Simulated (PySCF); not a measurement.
**C₄H₉ClOSi: electronic excitations**

What electronic excitations should C₄H₉ClOSi (`CO/C(=C/Cl)C[SiH3]`) show?

Computed with PySCF 2.14.0, with density-fitted response routines of our own, on a single molecule in the gas phase. Atoms are numbered from 0 throughout.

**1. Starting geometry**

16 atoms, charge 0, multiplicity 1; geometry from: GFN2-xTB.

Bonds of the start (Å): C0–O1 1.41, O1–C2 1.36, C2–C3 1.33, C3–Cl4 1.73, C2–C5 1.49, C5–Si6 1.91, C0–H7 1.09, C0–H8 1.09, C0–H9 1.09, C3–H10 1.07, C5–H11 1.09, C5–H12 1.09, Si6–H13 1.46, Si6–H14 1.46, Si6–H15 1.46.

**2. Ultraviolet spectrum: B3LYP/def2-SVPD**

Job settings and geometry (Å):

```
{"job": {"kind": "uv", "xc": "B3LYP", "basis": "def2-SVPD", "nstates": 8, "ntriplets": 3}, "charge": 0, "multiplicity": 1}
C     -2.174121     0.890544    -0.589918
O     -0.808578     0.651138    -0.828893
C     -0.220251    -0.429153    -0.243037
C     -0.871919    -1.311188     0.515930
Cl    -0.049555    -2.641810     1.253938
C      1.241893    -0.462196    -0.512454
Si     2.168432     0.616086     0.767042
H     -2.407712     1.816056    -1.113363
H     -2.796733     0.081663    -0.984453
H     -2.373645     1.013226     0.478874
H     -1.924882    -1.296405     0.731914
H      1.604108    -1.487149    -0.478753
H      1.414763    -0.067537    -1.512660
H      1.922449     0.088365     2.108259
H      1.673432     1.989076     0.671398
H      3.594722     0.558228     0.442861
```

Method: TDDFT B3LYP/def2-SVPD, vertical, gas phase, core orbitals frozen in the response.

On the command line:

```console
OMP_NUM_THREADS=1 python probes_run.py task.json out
```

This one command runs all jobs of the session in turn.

What will the session give for the following? lowest singlet (B3LYP/def2-SVPD); brightest single state of those computed; lowest triplet. Wanted: lowest singlet; brightest single state of those computed; lowest triplet.

The runs gave:

| quantity | value |
| --- | --- |
| lowest singlet (B3LYP/def2-SVPD) | 5.55 eV (223 nm), f = 0.003 |
| brightest single state of those computed | state 4, 6.10 eV, f = 0.121 |
| lowest triplet | 4.19 eV |

The first singlet state (HOMO→LUMO+1 0.60, HOMO→LUMO+2 0.23) lies at 5.55 eV and is weak; of the 8 states computed, the strongest absorption comes from state 4 at 6.10 eV. The lowest triplet lies 1.36 eV below the lowest singlet (triplets in Tamm-Dancoff, singlets in full TDDFT).
